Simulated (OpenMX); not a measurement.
Mn, a sheet with vacuum:

```
Mn
1.0
     2.61432    0.00000    0.00000
     0.00000    2.61432    0.00000
     0.00000    0.00000   23.80000
Mn
1
Direct
  0.00000 0.00000 0.29412
```

The cell was built by a generator and needn't be a form met in nature.

Base run:

* Program: OpenMX 3.8.5
* Functional: PBE
* Potentials or basis: OpenMX 2013 PBE set, Mn6.0-s3p2d2, grid cutoff 400 Ry
* k mesh: 7 × 7 × 1
* Occupations: fermi-dirac, width 0.05 eV
* Spin: no spin polarisation

Its results: band gap on the k mesh none (metal or under the smearing width).

**Question.** The run is repeated on the same cell with these changes: spin from no spin polarisation to non-collinear spin, ferromagnetic start. What comes out?

**Answer.** Band gap on the k mesh none (metal or under the smearing width); net moment 4.18 μB per cell.

Caveats: no basis functions reach into the vacuum, so the work function isn't listed; the basis of atomic orbitals isn't converged, which shifts pressures, moduli and gaps.
